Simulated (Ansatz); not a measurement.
# ClGeH5OSi: vertical ionisation energy

How much energy removes an electron from ClGeH5OSi at fixed geometry? The cation is run at each level and the neutral's energy taken from earlier runs.

Program: Ansatz 0.2.0, Gaussian basis. Level of theory: unrestricted cation, the program's frozen cores in correlated methods. These are calculated values, not measurements.

Levels to be run: UKS PBE-D4/def2-TZVPP; UKS r2SCAN-D4/def2-TZVPP; UKS PBE0-D4/def2-TZVPP; UKS B3LYP-D4/def2-TZVPP; UKS wB97X-V/def2-TZVPP; UKS wB97M-V/def2-TZVPP; UKS B2PLYP/def2-TZVPP; UHF-CCSD(T)/def2-TZVPP; UHF-MP2/def2-QZVPP; extrapolation to the limit; then −ε(HOMO) from the neutral's earlier runs with LDA (SPW92), PBE-D4, revPBE-D4, BLYP-D4, r2SCAN-D4, B97M-V, PBE0-D4, B3LYP-D4, r2SCANh-D4, r2SCAN0-D4, HSE06-D4, BHLYP-D4, CAM-B3LYP-D4, LC-ωPBE, ωB97X-V, ωB97M-V.

## (1) The relaxed structure

An earlier PBE0-D4 in a triple-zeta def2 set relaxation fixed the geometry.

SMILES `Cl[SiH2][O][GeH3]`, 9 atoms, charge 0, spin multiplicity 1.

Atoms are counted from 1 here; the program's logs count them from 0.

Bond lengths: Cl1–Si2 2.062 Å, Si2–O3 1.616 Å, Si2–H5 1.481 Å, Si2–H6 1.477 Å, O3–Ge4 1.786 Å, Ge4–H7 1.536 Å, Ge4–H8 1.533 Å, Ge4–H9 1.532 Å. Angles: Cl1–Si2–O3 110.4°, Cl1–Si2–H5 106.0°, Cl1–Si2–H6 107.7°, O3–Si2–H5 111.6°, O3–Si2–H6 109.0°, H5–Si2–H6 111.9°, Si2–O3–Ge4 134.9°, O3–Ge4–H7 108.2°, O3–Ge4–H8 107.8°, O3–Ge4–H9 104.8°, H7–Ge4–H8 111.6°, H7–Ge4–H9 111.9°, H8–Ge4–H9 112.1°.

Geometry (Å):

```xyz
9

Cl   -0.8429    0.6497   -2.3003
Si    0.2166    1.3692   -0.6842
O    -0.0313    0.4370    0.6122
Ge   -0.1374   -1.3224    0.8981
H     1.6402    1.3668   -1.0940
H    -0.2721    2.7335   -0.3969
H     0.9868   -2.0053    0.1041
H    -1.5219   -1.7899    0.4342
H     0.0503   -1.4847    2.4096
```

## (2) Cation, UKS PBE-D4/def2-TZVPP

in.yaml

```yaml
crystal:
  periodic: [false, false, false]
  atoms:
    - {symbol: Cl, position_ang: [-0.842882, 0.649663, -2.300333]}
    - {symbol: Si, position_ang: [0.216626, 1.369163, -0.684205]}
    - {symbol: O, position_ang: [-0.031295, 0.436951, 0.612245]}
    - {symbol: Ge, position_ang: [-0.137356, -1.322440, 0.898123]}
    - {symbol: H, position_ang: [1.640241, 1.366846, -1.093954]}
    - {symbol: H, position_ang: [-0.272078, 2.733470, -0.396862]}
    - {symbol: H, position_ang: [0.986796, -2.005334, 0.104068]}
    - {symbol: H, position_ang: [-1.521893, -1.789950, 0.434249]}
    - {symbol: H, position_ang: [0.050338, -1.484669, 2.409568]}
basis:
  gaussian: {orbitals: def2-TZVPP}
total_charge: 1
magnetization: {spin_polarized: true, initial_magnetization: 1}
hamiltonian: {xc: pbe, dispersion: d4}
```

Run with:

```sh
$ ansatz run in.yaml --threads 2 --pin off --events-out ev --progress --plain --max-ram 32768MiB --backend cpu
```

Further steps of the session: Cation, UKS r2SCAN-D4/def2-TZVPP; Cation, UKS PBE0-D4/def2-TZVPP; Cation, UKS B3LYP-D4/def2-TZVPP; Cation, UKS wB97X-V/def2-TZVPP; Cation, UKS wB97M-V/def2-TZVPP; Cation, UKS B2PLYP (frozen core)/def2-TZVPP; Cation, UHF-CCSD(T)/def2-TZVPP; Cation, UHF-MP2/def2-QZVPP.

Before running them: what should the planned runs give, taken together? Wanted: ionisation energy, CCSD(T)/def2-TZVPP; nearest functional by difference; nearest −ε(HOMO); −ε(HOMO) of PBE; T1 of the cation.

As calculated:

| quantity | value |
| --- | --- |
| ionisation energy, CCSD(T)/def2-TZVPP | 11.16 eV |
| nearest functional by difference | ωB97X-V (-0.14 eV) |
| nearest −ε(HOMO) | ωB97X-V (-0.16 eV) |
| −ε(HOMO) of PBE | 7.19 eV |
| T1 of the cation | 0.064 |

In words: Energy differences with functionals land within 1.14 eV of the reference. −ε(HOMO) of PBE misses by 4.0 eV, since self-interaction lifts the level. Among orbital estimates ωB97X-V comes nearest. Hartree-Fock falls 0.85 eV short, as the neutral has more correlation energy than the cation. The cation's T1 (from the report) is 0.064, above the customary mark of 0.045 for open shells, so the coupled-cluster value is less safe. The cation may have settled in a state other than its lowest; no search over hole states beyond the program's own was made. Correlated methods include outer-core shells of Ge, which these sets cover unevenly. With outer-core shells in play the reference is unsure by up to some tenths of an eV, so close misses can't be ranked.
